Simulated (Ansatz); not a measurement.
**GePH2 (quartet): from Hartree-Fock to the top rungs, cc-pVDZ**

Aim: climb from Hartree-Fock through coupled cluster and multireference methods for GePH2 (quartet) at one geometry and basis, and see what each rung misses.

The runs use Ansatz 0.2.0, Gaussian basis; cc-pVDZ, core rule «outside noble gas», up to 19 orbitals frozen.

The runs, in order: UHF; CCSD(T) on ROHF; CCSD(T) on UHF; BCCD(T) on ROHF; CISD; CCSDT(Q) on ROHF; CCSDT(Q) on UHF; CCSDTQ on ROHF; CASSCF and MRCISD+Q, 11 electrons in 10 orbitals; CASSCF and NEVPT2, 11 electrons in 10 orbitals.

5 further runs of the same task are left out: 5 set aside as unsound or not needed.

### Step 1. What is computed

The geometry is a PBE0/def2-TZVP stationary point (not a proven minimum) of the parent state, kept for this charge and spin. No spin-orbit coupling is included. The filled d shell of Ge may be among the frozen orbitals whatever the setting's name suggests; the logs give the count.

4 atoms, charge 0, spin multiplicity 4.

Atoms are counted from 1 here; the program's logs count them from 0.

Bond lengths: Ge1–P2 2.195 Å, P2–H3 1.408 Å, P2–H4 1.408 Å. Angles: Ge1–P2–H3 128.2°, Ge1–P2–H4 128.2°, H3–P2–H4 103.7°.

### Step 2. UHF

File in.yaml:

```yaml
crystal:
  periodic: [false, false, false]
  atoms:
    - {symbol: Ge, position_ang: [0.000000, 0.000000, 0.701976]}
    - {symbol: P, position_ang: [0.000000, 0.000000, -1.492532]}
    - {symbol: H, position_ang: [0.000000, 1.107306, -2.362335]}
    - {symbol: H, position_ang: [0.000000, -1.107306, -2.362335]}
basis:
  gaussian: {orbitals: cc-pVDZ}
magnetization: {spin_polarized: true, initial_magnetization: 3}
hamiltonian: {xc: hf}
output: {orbitals: {seedname: orbitals}}
```

The run is started by

```console
> ansatz run in.yaml --threads 1 --pin off --events-out ev --progress --plain --max-ram 4096MiB --backend cpu
```

The runs that follow: CCSD(T) on ROHF; CCSD(T) on UHF; BCCD(T) on ROHF; CISD; CCSDT(Q) on ROHF; CCSDT(Q) on UHF; CCSDTQ on ROHF; CASSCF and MRCISD+Q, 11 electrons in 10 orbitals; CASSCF and NEVPT2, 11 electrons in 10 orbitals.

**Question.** What will the summary of the whole plan be? Wanted: RCCSDTQ below the RHF energy; RMP2 from RCCSDTQ; UMP2 from RCCSDTQ; RCCSD from RCCSDTQ; RCCSD(T) from RCCSDTQ; UCCSD(T) from RCCSDTQ; RCCSDT(Q) from RCCSDTQ; UCCSDT(Q) from RCCSDTQ; NEVPT2 valence from RCCSDTQ.

**Answer**, as computed:

```
                         quantity                                                                                value
     RCCSDTQ below the RHF energy                                                                           -5.7892 eV
                RMP2 from RCCSDTQ                                                                          +1155.8 meV
                UMP2 from RCCSDTQ                                                                          +1202.8 meV
               RCCSD from RCCSDTQ                                                                           +197.6 meV
            RCCSD(T) from RCCSDTQ                                                                            +41.3 meV
            UCCSD(T) from RCCSDTQ                                                                            +34.7 meV
           RCCSDT(Q) from RCCSDTQ                                                                             +1.1 meV
           UCCSDT(Q) from RCCSDTQ                                                                             -6.3 meV
      NEVPT2 valence from RCCSDTQ                                                                          +1092.4 meV
    MRCISD+Q valence from RCCSDTQ                                                                            +30.8 meV
levels within 1 kcal/mol (43 meV)  RCCSD(T), UCCSD(T), BCCD(T), RCCSDT, UCCSDT, RCCSDT(Q), UCCSDT(Q), MRCISD+Q valence
                    T1 diagnostic                                                                                0.020
   effectively unpaired electrons                                                                                 3.02
```

What this shows: RCCSD(T) misses by +41.3 meV, 0.7 % of the correlation energy. One determinant dominates. Of the multireference levels listed MRCISD+Q valence comes nearest in total energy (+30.8 meV), which doesn't show that its space is the better one. These misses are within one basis, not against nature; the frozen cores of restricted and unrestricted runs differ, which can shift their rows.
